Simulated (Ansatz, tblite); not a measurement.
**The cluster In₂₀: one state, many levels**

One table from this session's results is given with a row withheld; the runs are named, their logs left out.

Program: Ansatz 0.2.0, Gaussian basis. Level of theory: as each input shows. These are calculated values, not measurements.

Plan: GFN1-xTB, PBE-D4/def2-TZVP, r2SCAN-D4/def2-TZVP, B3LYP-D4/def2-TZVP, PBE-D4/def2-SVP, PBE0-D4/def2-SVP, MP2/def2-SVP.

4 further runs of the same task are left out: 2 for a known fault of the program, 2 set aside as unsound or not needed.

## The geometry

The singlet was relaxed beforehand with PBE-D4/def2-SVP.

20 atoms, charge 0, spin multiplicity 1.

Bond lengths: In1–In2 3.001 Å, In1–In5 3.157 Å, In2–In3 3.098 Å, In2–In6 2.992 Å, In2–In11 3.252 Å, In3–In4 3.182 Å, In3–In6 3.146 Å, In3–In12 3.207 Å, In4–In7 3.388 Å, In4–In13 3.008 Å, In5–In6 3.266 Å, In5–In8 3.086 Å, In5–In14 3.105 Å, In6–In7 3.167 Å, In6–In9 3.141 Å, In6–In12 3.044 Å, In6–In14 3.045 Å, In7–In9 3.173 Å and more. Angles: In2–In1–In5 69.9°, In1–In2–In3 156.2°, In1–In2–In6 112.8°, In1–In2–In11 66.5°, In3–In2–In6 62.2°, In3–In2–In11 90.3°, In6–In2–In11 73.8°, In2–In3–In4 149.6°, In2–In3–In6 57.3°, In2–In3–In12 87.2°, In4–In3–In6 102.1°, In4–In3–In12 99.9°, In6–In3–In12 57.3°, In3–In4–In7 75.9°, In3–In4–In13 69.9°, In7–In4–In13 61.4°, In1–In5–In6 102.0°, In1–In5–In8 154.3° and more.

In takes a core potential in the def2 sets. No spin-orbit coupling is included.

PBE0-D4/def2-TZVP was run before; its log isn't repeated, and its numbers join the tables.

The first run:

Tight binding, by tblite at 300 K electronic temperature and without a spin-polarisation term:

```python
tblite.interface.Calculator('GFN1-xTB', numbers, positions, charge=0, uhf=0).singlepoint()
```

start.molden holds the orbitals of an earlier run on this state, given as this run's starting guess.

Contents of in.yaml:

```yaml
crystal:
  periodic: [false, false, false]
  atoms:
    - {symbol: In, position_ang: [-2.937263, -3.620011, -3.245399]}
    - {symbol: In, position_ang: [-0.939502, -1.482188, -3.913897]}
    - {symbol: In, position_ang: [0.329209, 1.342074, -3.819274]}
    - {symbol: In, position_ang: [2.913917, 3.184018, -3.592530]}
    - {symbol: In, position_ang: [-0.456573, -3.806493, -1.301673]}
    - {symbol: In, position_ang: [0.887334, -0.847531, -1.630933]}
    - {symbol: In, position_ang: [2.903891, 1.412608, -0.704770]}
    - {symbol: In, position_ang: [0.904634, -3.934542, 1.465125]}
    - {symbol: In, position_ang: [2.893947, -1.425402, 0.714962]}
    - {symbol: In, position_ang: [2.911885, -3.214409, 3.587487]}
    - {symbol: In, position_ang: [-2.858994, -0.725048, -1.400082]}
    - {symbol: In, position_ang: [-0.776625, 1.567887, -0.817929]}
    - {symbol: In, position_ang: [0.926023, 3.921896, -1.459272]}
    - {symbol: In, position_ang: [-0.768840, -1.562428, 0.822083]}
    - {symbol: In, position_ang: [0.889444, 0.854885, 1.629597]}
    - {symbol: In, position_ang: [0.353117, -1.336857, 3.823668]}
    - {symbol: In, position_ang: [-2.859220, 0.719988, 1.402074]}
    - {symbol: In, position_ang: [-0.448246, 3.815126, 1.309196]}
    - {symbol: In, position_ang: [-0.940208, 1.477542, 3.911023]}
    - {symbol: In, position_ang: [-2.944730, 3.608185, 3.243844]}
basis:
  gaussian: {orbitals: def2-TZVP, fitting: {mean_field: def2-universal-jkfit}, initial_orbitals: start.molden}
hamiltonian: {xc: pbe, dispersion: d4}
scf: {omitted_lower_state_checks: [starts]}
output: {forces: true, orbitals: {seedname: orbitals}}
```

Started as:

```console
ansatz run in.yaml --threads 4 --pin off --events-out ev --progress --plain --max-ram 66560MiB --backend cuda --devices 0, --max-vram 37GiB
```

Steps of the session up to this table: PBE-D4/def2-TZVP; r2SCAN-D4/def2-TZVP; B3LYP-D4/def2-TZVP; PBE-D4/def2-SVP; PBE0-D4/def2-SVP; MP2/def2-SVP.

One of the session's tables, all rows but one given; the rest of the session is left out.

It belongs to the step «Binding energy». 

| level | binding an atom (eV) |
| --- | --- |
| HF/def2-SVP | 0.651 |
| PBE-D4/def2-SVP | 1.955 |
| PBE-D4/def2-TZVP | 1.967 |
| r2SCAN-D4/def2-TZVP | 1.907 |
| B3LYP-D4/def2-TZVP | ? |
| PBE0-D4/def2-SVP | 1.872 |
| PBE0-D4/def2-TZVP | 1.887 |
| MP2/def2-SVP | 2.094 |

**Question.** Estimate the row for B3LYP-D4/def2-TZVP.

**Answer.** binding an atom (eV): 1.696. In the column «binding an atom (eV)» it lies between HF/def2-SVP (0.651) and PBE0-D4/def2-SVP (1.872).

To keep in mind: Free atoms were run apart at each level; binding is atoms less cluster, divided by the number of atoms, without zero-point or spin-orbit terms.
